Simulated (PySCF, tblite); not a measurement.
# C₅H₈N₂: tautomers

Aim: compute the tautomers of C₅H₈N₂ (`CCc1cnc[nH]1`).

Programs: tblite 0.8.0 and PySCF 2.14.0, with routines of our own; each step states its level. All values are computed. Atoms count from 0.

### 1 The system as given

15 atoms, charge 0, multiplicity 1; geometry from: start built from the parent or by distance geometry.

### 2 Geometry optimisation with GFN2-xTB

The job: settings as JSON, then the geometry in Å.

```
{"job": {"kind": "relax", "xc": "GFN2-xTB", "basis": "xTB"}, "charge": 0, "multiplicity": 1}
C     -1.955700     0.491000    -0.388800
C     -1.131800    -0.584400     0.225400
C      0.346700    -0.348300     0.053700
C      1.209700    -0.732100    -0.947700
N      2.466700    -0.262500    -0.673800
C      2.354000     0.434100     0.414700
N      1.089100     0.421600     0.897500
H     -3.023400     0.294900    -0.224300
H     -1.744000     1.469500     0.054600
H     -1.801400     0.562800    -1.456700
H     -1.354200    -0.662500     1.312400
H     -1.396700    -1.568200    -0.190800
H      0.997000    -1.361700    -1.776100
H      3.174500     0.966100     0.908000
H      0.760500     0.895600     1.748100
```

Launch:

```console
> OMP_NUM_THREADS=1 python redox_run.py task.json out
```

The driver reads the jobs from task.json and runs them one after another.

Log:

```text
step      E/eV     max force
  0    -561.38880    1.694
  1    -561.44836    0.791
  2    -561.45921    0.248
  3    -561.46331    0.170
  4    -561.46679    0.116
  5    -561.46783    0.086
  6    -561.46879    0.066
  7    -561.46917    0.061
  8    -561.46946    0.037
  9    -561.46961    0.037
 10    -561.46971    0.025
 11    -561.46979    0.023
 12    -561.46989    0.023
 13    -561.46997    0.020
 14    -561.47002    0.020
 15    -561.47006    0.020
 16    -561.47012    0.018
 17    -561.47019    0.022
 18    -561.47026    0.018
 19    -561.47032    0.022
 20    -561.47038    0.027
 21    -561.47045    0.025
 22    -561.47052    0.020
 23    -561.47057    0.016
 24    -561.47060    0.016
 25    -561.47064    0.019
 26    -561.47068    0.017
 27    -561.47072    0.012
 28    -561.47074    0.010
 29    -561.47077    0.014
 30    -561.47080    0.015
 31    -561.47083    0.013
 32    -561.47085    0.014
 33    -561.47088    0.015
 34    -561.47092    0.016
 35    -561.47095    0.015
 36    -561.47097    0.012
 37    -561.47099    0.011
 38    -561.47100    0.009
```

Wall time 0.19 s (1 thread of Arm Neoverse V1, shared host).

Relaxation path: (not every step is listed)

| step | energy from step 0 (eV) | largest force (eV/Å) |
| --- | --- | --- |
| 0 | 0.0000 | 1.6943 |
| 1 | -0.0596 | 0.7908 |
| 2 | -0.0704 | 0.2478 |
| 3 | -0.0745 | 0.1696 |
| 4 | -0.0780 | 0.1162 |
| 5 | -0.0790 | 0.0857 |
| 6 | -0.0800 | 0.0663 |
| 7 | -0.0804 | 0.0612 |
| 8 | -0.0807 | 0.0368 |
| 10 | -0.0809 | 0.0249 |
| 12 | -0.0811 | 0.0231 |
| 14 | -0.0812 | 0.0205 |
| 16 | -0.0813 | 0.0184 |
| 18 | -0.0815 | 0.0177 |
| 20 | -0.0816 | 0.0272 |
| 22 | -0.0817 | 0.0196 |
| 24 | -0.0818 | 0.0160 |
| 26 | -0.0819 | 0.0169 |
| 28 | -0.0819 | 0.0102 |
| 30 | -0.0820 | 0.0149 |
| 32 | -0.0821 | 0.0138 |
| 33 | -0.0821 | 0.0150 |
| 34 | -0.0821 | 0.0156 |
| 35 | -0.0822 | 0.0147 |
| 36 | -0.0822 | 0.0120 |
| 37 | -0.0822 | 0.0112 |
| 38 | -0.0822 | 0.0094 |

Distances of close pairs at the start and the end, largest changes first:

| bond | before (Å) | after (Å) | change (Å) |
| --- | --- | --- | --- |
| C0–C1 | 1.487 | 1.531 | +0.044 |
| C5–H13 | 1.095 | 1.072 | -0.024 |
| N6–H14 | 1.028 | 1.007 | -0.021 |
| C1–C2 | 1.507 | 1.488 | -0.019 |
| C1–H10 | 1.112 | 1.094 | -0.019 |
| C0–H7 | 1.098 | 1.088 | -0.010 |
| C3–N4 | 1.370 | 1.360 | -0.010 |
| C1–H11 | 1.101 | 1.091 | -0.009 |

The end geometry stands in the next job.

### 3 Harmonic vibrations with GFN2-xTB

The job: settings as JSON, then the geometry in Å.

```
{"job": {"kind": "ir", "xc": "GFN2-xTB", "basis": "xTB"}, "charge": 0, "multiplicity": 1}
C     -1.956648     0.512851    -0.378318
C     -1.122421    -0.607244     0.249670
C      0.333405    -0.368172     0.054964
C      1.207990    -0.760349    -0.920701
N      2.444490    -0.245758    -0.686818
C      2.336790     0.452211     0.405616
N      1.074781     0.416470     0.900780
H     -3.017700     0.323075    -0.234024
H     -1.712531     1.473306     0.071606
H     -1.756291     0.574111    -1.445249
H     -1.344489    -0.672793     1.318530
H     -1.389209    -1.559544    -0.211422
H      1.024170    -1.382264    -1.773317
H      3.136267     0.992110     0.871959
H      0.732570     0.867968     1.732900
```

Log:

```text
mode    cm-1     km/mol
  1      41.7      2.96
  2     145.9      0.74
  3     197.2      0.55
  4     325.3      1.41
  5     377.7      0.24
  6     592.3     65.64
  7     636.0     17.25
  8     648.1      0.04
  9     676.9      1.03
 10     790.2      5.27
 11     814.9      5.02
 12     826.0      3.04
 13     903.0     13.69
 14     967.1     15.04
 15    1032.9      4.06
 16    1060.5      0.10
 17    1079.1      5.30
 18    1085.0     10.06
 19    1119.3      4.28
 20    1173.0      7.20
 21    1237.8      2.16
 22    1269.8      7.34
 23    1322.7      0.21
 24    1339.0     23.52
 25    1398.9     16.20
 26    1410.2      0.78
 27    1476.1      5.15
 28    1483.0     72.61
 29    1498.6      3.69
 30    1503.6      5.00
 31    1580.7      6.71
 32    2957.3     42.28
 33    2993.7     18.19
 34    3028.9     46.99
 35    3036.0     44.82
 36    3045.0     25.19
 37    3169.3     21.01
 38    3176.0     18.33
 39    3467.2      2.72
ZPE 328.289  H(298)-E 348.487  G(298)-E 247.869 kJ/mol  S 337.48 J/(mol K)
```

It took 0.53 s on 1 thread of Arm Neoverse V1, shared host.

The strongest bands and the atoms that carry them (share of the mass-weighted mode):

| cm⁻¹ | km/mol | atoms |
| --- | --- | --- |
| 592 | 65.6 | H14 43 %, N6 30 %, C2 11 % |
| 1339 | 23.5 | C5 29 %, N6 26 %, N4 17 %, C3 11 % |
| 1483 | 72.6 | C5 45 %, N4 30 % |
| 2957 | 42.3 | H10 91 % |
| 3029 | 47.0 | H8 85 % |
| 3036 | 44.8 | H7 88 % |
| 3045 | 25.2 | H9 89 % |
| 3169 | 21.0 | H13 91 % |

### 4 Single point (C₅H₈N₂): B3LYP-D3(BJ)/def2-TZVP

Geometry: GFN2-xTB.

The job, as its differences from that of step 3:

```diff
@@ -1,2 +1,2 @@
-{"job": {"kind": "ir", "xc": "GFN2-xTB", "basis": "xTB"}, "charge": 0, "multiplicity": 1}
+{"job": {"kind": "sp", "xc": "B3LYP", "basis": "def2-TZVP", "d3": "d3bj", "grid": 2}, "charge": 0, "multiplicity": 1}
 C     -1.956648     0.512851    -0.378318
```

Log:

```text
coarse grid: 12520 points
cycle   1  E = -304.9233491890  dE =  1.175e+00  |g| = 5.303e-01  |ddm| = 2.975e+00
cycle   2  E = -304.8176656332  dE =  1.057e-01  |g| = 8.601e-01  |ddm| = 1.807e+00
cycle   3  E = -304.9926099774  dE = -1.749e-01  |g| = 1.737e-01  |ddm| = 1.241e+00
cycle   4  E = -304.9985339150  dE = -5.924e-03  |g| = 5.313e-02  |ddm| = 1.413e-01
cycle   5  E = -304.9991169472  dE = -5.830e-04  |g| = 1.772e-02  |ddm| = 5.144e-02
cycle   6  E = -304.9991837147  dE = -6.677e-05  |g| = 6.559e-03  |ddm| = 1.679e-02
cycle   7  E = -304.9991933909  dE = -9.676e-06  |g| = 9.659e-04  |ddm| = 4.887e-03
final grid: 121000 points
cycle   8  E = -304.9885786303  dE = -6.892e-05  |g| = 6.931e-03  |ddm| = 8.760e-02
cycle   9  E = -304.9885729279  dE =  5.702e-06  |g| = 8.563e-03  |ddm| = 1.412e-02
cycle  10  E = -304.9885892234  dE = -1.630e-05  |g| = 9.380e-04  |ddm| = 7.516e-03
cycle  11  E = -304.9885893751  dE = -1.517e-07  |g| = 4.162e-04  |ddm| = 8.364e-04
cycle  12  E = -304.9885894112  dE = -3.609e-08  |g| = 1.269e-04  |ddm| = 3.408e-04
cycle  13  E = -304.9885894141  dE = -2.886e-09  |g| = 5.713e-05  |ddm| = 1.296e-04
converged SCF energy = -304.9885894141
```

Wall time 17 s (1 thread of Arm Neoverse V1, shared host); peak memory 0.73 GiB.

### 5 Single point (C₅H₈N₂): B3LYP-D3(BJ)/def2-TZVP in cyclohexane

Geometry: GFN2-xTB.

The job, as its differences from that of step 4:

```diff
@@ -1,2 +1,2 @@
-{"job": {"kind": "sp", "xc": "B3LYP", "basis": "def2-TZVP", "d3": "d3bj", "grid": 2}, "charge": 0, "multiplicity": 1}
+{"job": {"kind": "sp", "xc": "B3LYP", "basis": "def2-TZVP", "d3": "d3bj", "grid": 2, "solvent": "cyclohexane"}, "charge": 0, "multiplicity": 1}
 C     -1.956648     0.512851    -0.378318
```

Log:

```text
final grid: 121000 points
cycle   1  E = -304.9937476219  dE = -1.182e-04  |g| = 3.636e-02  |ddm| = 1.829e-01
cycle   2  E = -304.9927332329  dE =  1.014e-03  |g| = 7.672e-02  |ddm| = 1.276e-01
cycle   3  E = -304.9940898178  dE = -1.357e-03  |g| = 3.943e-03  |ddm| = 6.822e-02
cycle   4  E = -304.9940934551  dE = -3.637e-06  |g| = 1.302e-03  |ddm| = 5.507e-03
cycle   5  E = -304.9940938413  dE = -3.862e-07  |g| = 2.267e-04  |ddm| = 1.368e-03
cycle   6  E = -304.9940938500  dE = -8.681e-09  |g| = 1.193e-04  |ddm| = 2.742e-04
cycle   7  E = -304.9940938531  dE = -3.131e-09  |g| = 2.325e-05  |ddm| = 1.283e-04
converged SCF energy = -304.9940938531
```

Run time: 15 s. Hardware: 1 thread of Arm Neoverse V1, shared host; peak memory 0.85 GiB.

### 6 Single point (C5H8N2): B3LYP-D3(BJ)/def2-TZVP in methanol

Geometry: GFN2-xTB.

The job, as its differences from that of step 5:

```diff
@@ -1,2 +1,2 @@
-{"job": {"kind": "sp", "xc": "B3LYP", "basis": "def2-TZVP", "d3": "d3bj", "grid": 2, "solvent": "cyclohexane"}, "charge": 0, "multiplicity": 1}
+{"job": {"kind": "sp", "xc": "B3LYP", "basis": "def2-TZVP", "d3": "d3bj", "grid": 2, "solvent": "methanol"}, "charge": 0, "multiplicity": 1}
 C     -1.956648     0.512851    -0.378318
```

Log:

```text
final grid: 121000 points
cycle   1  E = -305.0018627298  dE = -1.548e-03  |g| = 7.409e-02  |ddm| = 4.216e-01
cycle   2  E = -304.9984125625  dE =  3.450e-03  |g| = 1.462e-01  |ddm| = 3.137e-01
cycle   3  E = -305.0032206123  dE = -4.808e-03  |g| = 6.923e-03  |ddm| = 1.513e-01
cycle   4  E = -305.0032306654  dE = -1.005e-05  |g| = 2.675e-03  |ddm| = 8.172e-03
cycle   5  E = -305.0032322665  dE = -1.601e-06  |g| = 6.234e-04  |ddm| = 5.011e-03
cycle   6  E = -305.0032323300  dE = -6.350e-08  |g| = 3.529e-04  |ddm| = 1.574e-03
cycle   7  E = -305.0032323585  dE = -2.852e-08  |g| = 5.076e-05  |ddm| = 4.947e-04
cycle   8  E = -305.0032323590  dE = -4.945e-10  |g| = 2.091e-05  |ddm| = 1.017e-04
converged SCF energy = -305.0032323590
```

Wall time 17 s (1 thread of Arm Neoverse V1, shared host); peak memory 0.87 GiB.

### 7 Geometry optimisation with GFN2-xTB

This step treats C₅H₈N₂, `CCc1c[nH]cn1`.

The job: settings as JSON, then the geometry in Å.

```
{"job": {"kind": "relax", "xc": "GFN2-xTB", "basis": "xTB"}, "charge": 0, "multiplicity": 1}
C     -2.103100    -0.148500     0.602200
C     -1.267900     0.455600    -0.520300
C      0.211200     0.220900    -0.252900
C      1.009000    -0.763300    -0.745100
N      2.243800    -0.512100    -0.194000
C      2.128600     0.626200     0.534800
N      0.914000     1.102200     0.521300
H     -3.167300     0.048200     0.405800
H     -1.870700     0.299100     1.576500
H     -1.978500    -1.226800     0.697200
H     -1.460000     1.518800    -0.582900
H     -1.551900    -0.004400    -1.457800
H      0.813900    -1.629900    -1.342700
H      3.097600    -1.049000    -0.354800
H      2.972300     1.079100     1.068900
```

Log:

```text
step      E/eV     max force
  0    -561.37146    1.758
  1    -561.42336    0.676
  2    -561.43472    0.298
  3    -561.43931    0.155
  4    -561.44124    0.101
  5    -561.44205    0.080
  6    -561.44268    0.071
  7    -561.44309    0.058
  8    -561.44339    0.054
  9    -561.44355    0.030
 10    -561.44363    0.020
 11    -561.44368    0.018
 12    -561.44374    0.024
 13    -561.44382    0.026
 14    -561.44390    0.021
 15    -561.44397    0.020
 16    -561.44403    0.017
 17    -561.44408    0.017
 18    -561.44412    0.021
 19    -561.44419    0.029
 20    -561.44427    0.034
 21    -561.44437    0.030
 22    -561.44447    0.024
 23    -561.44455    0.026
 24    -561.44461    0.027
 25    -561.44466    0.023
 26    -561.44470    0.017
 27    -561.44472    0.011
 28    -561.44474    0.008
```

It took 0.14 s on 1 thread of Arm Neoverse V1, shared host.

Step by step:

| step | energy from step 0 (eV) | largest force (eV/Å) |
| --- | --- | --- |
| 0 | 0.0000 | 1.7580 |
| 1 | -0.0519 | 0.6755 |
| 2 | -0.0633 | 0.2981 |
| 3 | -0.0679 | 0.1549 |
| 4 | -0.0698 | 0.1009 |
| 5 | -0.0706 | 0.0797 |
| 6 | -0.0712 | 0.0710 |
| 7 | -0.0716 | 0.0578 |
| 8 | -0.0719 | 0.0541 |
| 9 | -0.0721 | 0.0298 |
| 10 | -0.0722 | 0.0199 |
| 11 | -0.0722 | 0.0181 |
| 12 | -0.0723 | 0.0240 |
| 13 | -0.0724 | 0.0256 |
| 14 | -0.0724 | 0.0215 |
| 15 | -0.0725 | 0.0200 |
| 16 | -0.0726 | 0.0168 |
| 17 | -0.0726 | 0.0174 |
| 18 | -0.0727 | 0.0215 |
| 19 | -0.0727 | 0.0291 |
| 20 | -0.0728 | 0.0339 |
| 21 | -0.0729 | 0.0301 |
| 22 | -0.0730 | 0.0242 |
| 23 | -0.0731 | 0.0260 |
| 24 | -0.0732 | 0.0267 |
| 25 | -0.0732 | 0.0234 |
| 26 | -0.0732 | 0.0171 |
| 27 | -0.0733 | 0.0110 |
| 28 | -0.0733 | 0.0081 |

Distances of close pairs at the start and the end, largest changes first:

| bond | before (Å) | after (Å) | change (Å) |
| --- | --- | --- | --- |
| C1–C2 | 1.521 | 1.491 | -0.031 |
| C5–H14 | 1.096 | 1.072 | -0.025 |
| N4–H13 | 1.021 | 1.007 | -0.015 |
| C0–H7 | 1.100 | 1.087 | -0.012 |
| C0–H8 | 1.097 | 1.087 | -0.010 |
| C1–H11 | 1.082 | 1.092 | +0.010 |
| C2–C3 | 1.359 | 1.368 | +0.009 |
| C1–H10 | 1.082 | 1.091 | +0.009 |

The end geometry stands in the next job.

### 8 Vibrational analysis with GFN2-xTB

The job: settings as JSON, then the geometry in Å.

```
{"job": {"kind": "ir", "xc": "GFN2-xTB", "basis": "xTB"}, "charge": 0, "multiplicity": 1}
C     -2.101594    -0.147534     0.610476
C     -1.267031     0.451508    -0.522351
C      0.189032     0.245610    -0.277890
C      1.001667    -0.762397    -0.720107
N      2.239079    -0.510974    -0.191236
C      2.122012     0.622283     0.540642
N      0.911114     1.096162     0.508123
H     -3.160202     0.030685     0.436986
H     -1.820292     0.308052     1.556218
H     -1.935449    -1.220772     0.678229
H     -1.461605     1.523010    -0.584264
H     -1.544530    -0.013393    -1.470642
H      0.809853    -1.605853    -1.350743
H      3.068425    -1.064112    -0.330119
H      2.940693     1.063705     1.072852
```

Log:

```text
mode    cm-1     km/mol
  1      22.3      2.81
  2     150.7      3.68
  3     202.8      1.17
  4     326.1      4.92
  5     385.7      3.90
  6     566.1     52.12
  7     623.5     30.63
  8     651.7      0.28
  9     700.5      4.20
 10     749.2      5.79
 11     798.1      4.65
 12     815.8      3.87
 13     898.4      0.63
 14     960.0     16.90
 15    1035.8      2.77
 16    1050.8      4.00
 17    1078.8     16.20
 18    1083.5      6.25
 19    1121.3      6.81
 20    1156.3      9.34
 21    1236.6      0.27
 22    1282.4     34.98
 23    1326.6      7.10
 24    1345.2     18.58
 25    1391.6      0.64
 26    1403.0      0.57
 27    1464.1      2.26
 28    1488.1     77.50
 29    1498.0      2.64
 30    1504.4      2.25
 31    1572.0     18.44
 32    2976.8     39.71
 33    2995.2     16.46
 34    3030.4     53.48
 35    3034.0     48.78
 36    3048.9     25.74
 37    3168.1     20.76
 38    3176.3     17.89
 39    3467.3      4.28
ZPE 327.695  H(298)-E 348.025  G(298)-E 246.732 kJ/mol  S 339.74 J/(mol K)
```

Run time: 0.42 s. Hardware: 1 thread of Arm Neoverse V1, shared host.

Which atoms move in the most intense modes:

| cm⁻¹ | km/mol | atoms |
| --- | --- | --- |
| 566 | 52.1 | N4 41 %, H13 26 %, C5 14 % |
| 624 | 30.6 | H13 61 % |
| 1282 | 35.0 | H11 22 %, N4 18 %, C3 18 %, C2 18 % |
| 1488 | 77.5 | C5 43 %, N6 25 %, C2 11 % |
| 2977 | 39.7 | H11 90 % |
| 3030 | 53.5 | H9 80 % |
| 3034 | 48.8 | H7 84 % |
| 3049 | 25.7 | H8 92 % |

### 9 Single point (C₅H₈N₂, CCc1c[nH]cn1): B3LYP-D3(BJ)/def2-TZVP

Geometry: GFN2-xTB.

The job, as its differences from that of step 8:

```diff
@@ -1,2 +1,2 @@
-{"job": {"kind": "ir", "xc": "GFN2-xTB", "basis": "xTB"}, "charge": 0, "multiplicity": 1}
+{"job": {"kind": "sp", "xc": "B3LYP", "basis": "def2-TZVP", "d3": "d3bj", "grid": 2}, "charge": 0, "multiplicity": 1}
 C     -2.101594    -0.147534     0.610476
```

Log:

```text
coarse grid: 12520 points
cycle   1  E = -304.9230299774  dE =  1.173e+00  |g| = 5.349e-01  |ddm| = 2.949e+00
cycle   2  E = -304.8004266392  dE =  1.226e-01  |g| = 8.955e-01  |ddm| = 1.619e+00
cycle   3  E = -304.9931277126  dE = -1.927e-01  |g| = 1.814e-01  |ddm| = 1.181e+00
cycle   4  E = -304.9996830172  dE = -6.555e-03  |g| = 5.347e-02  |ddm| = 1.364e-01
cycle   5  E = -305.0002688125  dE = -5.858e-04  |g| = 1.683e-02  |ddm| = 5.069e-02
cycle   6  E = -305.0003272548  dE = -5.844e-05  |g| = 6.041e-03  |ddm| = 1.545e-02
cycle   7  E = -305.0003354571  dE = -8.202e-06  |g| = 9.426e-04  |ddm| = 4.752e-03
final grid: 121000 points
cycle   8  E = -304.9898641565  dE = -6.620e-05  |g| = 7.094e-03  |ddm| = 9.275e-02
cycle   9  E = -304.9898577370  dE =  6.419e-06  |g| = 8.826e-03  |ddm| = 1.323e-02
cycle  10  E = -304.9898754215  dE = -1.768e-05  |g| = 9.062e-04  |ddm| = 7.332e-03
cycle  11  E = -304.9898755671  dE = -1.455e-07  |g| = 3.910e-04  |ddm| = 8.135e-04
cycle  12  E = -304.9898756003  dE = -3.322e-08  |g| = 1.111e-04  |ddm| = 3.272e-04
cycle  13  E = -304.9898756025  dE = -2.236e-09  |g| = 5.203e-05  |ddm| = 1.235e-04
converged SCF energy = -304.9898756025
```

Wall time 16 s (1 thread of Arm Neoverse V1, shared host); peak memory 0.74 GiB.

### 10 Single point (C5H8N2, CCc1c[nH]cn1): B3LYP-D3(BJ)/def2-TZVP in cyclohexane

Geometry: GFN2-xTB.

The job, as its differences from that of step 9:

```diff
@@ -1,2 +1,2 @@
-{"job": {"kind": "sp", "xc": "B3LYP", "basis": "def2-TZVP", "d3": "d3bj", "grid": 2}, "charge": 0, "multiplicity": 1}
+{"job": {"kind": "sp", "xc": "B3LYP", "basis": "def2-TZVP", "d3": "d3bj", "grid": 2, "solvent": "cyclohexane"}, "charge": 0, "multiplicity": 1}
 C     -2.101594    -0.147534     0.610476
```

Log:

```text
final grid: 121000 points
cycle   1  E = -304.9945577467  dE = -9.784e-05  |g| = 3.311e-02  |ddm| = 1.950e-01
cycle   2  E = -304.9937075311  dE =  8.502e-04  |g| = 7.005e-02  |ddm| = 9.676e-02
cycle   3  E = -304.9948433136  dE = -1.136e-03  |g| = 3.912e-03  |ddm| = 5.446e-02
cycle   4  E = -304.9948468447  dE = -3.531e-06  |g| = 1.228e-03  |ddm| = 4.687e-03
cycle   5  E = -304.9948471871  dE = -3.424e-07  |g| = 2.374e-04  |ddm| = 1.342e-03
cycle   6  E = -304.9948471966  dE = -9.437e-09  |g| = 1.080e-04  |ddm| = 2.286e-04
cycle   7  E = -304.9948471991  dE = -2.499e-09  |g| = 2.133e-05  |ddm| = 1.085e-04
converged SCF energy = -304.9948471991
```

Run time: 14 s. Hardware: 1 thread of Arm Neoverse V1, shared host; peak memory 0.87 GiB.

### 11 Single point (C₅H₈N₂, CCc1c[nH]cn1): B3LYP-D3(BJ)/def2-TZVP in methanol

Geometry: GFN2-xTB.

The job, as its differences from that of step 10:

```diff
@@ -1,2 +1,2 @@
-{"job": {"kind": "sp", "xc": "B3LYP", "basis": "def2-TZVP", "d3": "d3bj", "grid": 2, "solvent": "cyclohexane"}, "charge": 0, "multiplicity": 1}
+{"job": {"kind": "sp", "xc": "B3LYP", "basis": "def2-TZVP", "d3": "d3bj", "grid": 2, "solvent": "methanol"}, "charge": 0, "multiplicity": 1}
 C     -2.101594    -0.147534     0.610476
```

Log:

```text
final grid: 121000 points
cycle   1  E = -305.0019074528  dE = -1.325e-03  |g| = 6.814e-02  |ddm| = 4.521e-01
cycle   2  E = -304.9989741547  dE =  2.933e-03  |g| = 1.346e-01  |ddm| = 2.477e-01
cycle   3  E = -305.0030679097  dE = -4.094e-03  |g| = 7.268e-03  |ddm| = 1.175e-01
cycle   4  E = -305.0030792603  dE = -1.135e-05  |g| = 2.487e-03  |ddm| = 7.677e-03
cycle   5  E = -305.0030806188  dE = -1.359e-06  |g| = 6.277e-04  |ddm| = 4.625e-03
cycle   6  E = -305.0030806832  dE = -6.439e-08  |g| = 3.179e-04  |ddm| = 1.244e-03
cycle   7  E = -305.0030807051  dE = -2.188e-08  |g| = 4.295e-05  |ddm| = 4.725e-04
cycle   8  E = -305.0030807055  dE = -3.909e-10  |g| = 1.557e-05  |ddm| = 9.003e-05
converged SCF energy = -305.0030807055
```

Run time: 16 s. Hardware: 1 thread of Arm Neoverse V1, shared host; peak memory 0.87 GiB.

### 12 Tautomers: B3LYP-D3(BJ)/def2-TZVP

This step combines the energies above: geometries from GFN2-xTB, zero-point and thermal terms from GFN2-xTB.

The job: settings as JSON, then the geometry in Å.

```
{"job": {"kind": "ta", "tautomers": ["CCc1c[nH]cn1"], "level": {"xc": "B3LYP", "basis": "def2-TZVP", "d3": "d3bj", "solvents": ["cyclohexane", "methanol"]}}, "charge": 0, "multiplicity": 1}
C     -1.956648     0.512851    -0.378318
C     -1.122421    -0.607244     0.249670
C      0.333405    -0.368172     0.054964
C      1.207990    -0.760349    -0.920701
N      2.444490    -0.245758    -0.686818
C      2.336790     0.452211     0.405616
N      1.074781     0.416470     0.900780
H     -3.017700     0.323075    -0.234024
H     -1.712531     1.473306     0.071606
H     -1.756291     0.574111    -1.445249
H     -1.344489    -0.672793     1.318530
H     -1.389209    -1.559544    -0.211422
H      1.024170    -1.382264    -1.773317
H      3.136267     0.992110     0.871959
H      0.732570     0.867968     1.732900
```

Output (the driver's rows laid out field by field):

```text
tautomers, B3LYP-D3(BJ)/def2-TZVP // GFN2-xTB

row 1
  formula                 C5H8N2
  charge                  0
  multiplicity            1
  smiles                  CCc1cnc[nH]1
  kept                    yes
  pieces                  1
  point_group             C1
  electronic              0.0
  enthalpy                0.0
  free_energy             0.0
  solution                cyclohexane 0.0, methanol 0.0
  share_gas               0.1395
  share_solution          cyclohexane 0.2219, methanol 0.4259

row 2
  formula                 C5H8N2
  charge                  0
  multiplicity            1
  smiles                  CCc1c[nH]cn1
  kept                    yes
  pieces                  1
  point_group             C1
  electronic              -3.38
  enthalpy                -3.84
  free_energy             -4.51
  solution                cyclohexane -3.11, methanol -0.74
  share_gas               0.8605
  share_solution          cyclohexane 0.7781, methanol 0.5741
```

Wall time 97 s (1 thread of Arm Neoverse V1, shared host); peak memory 0.87 GiB.

Energies above the first form (kJ/mol, gas phase, 298 K for the thermal columns):

| no. | tautomer | electronic | enthalpy | free energy |
| --- | --- | --- | --- | --- |
| form 0 | CCc1cnc[nH]1 | 0.0 | 0.0 | 0.0 |
| form 1 | CCc1c[nH]cn1 | -3.4 | -3.8 | -4.5 |

Free energies in a continuum (kJ/mol, same sign): cyclohexane: form 0 0.0, form 1 -3.1; methanol: form 0 0.0, form 1 -0.7.

Shares at 298 K in the gas phase: 0: 14 %, 1: 86 %.

[end of part 1 of 2]
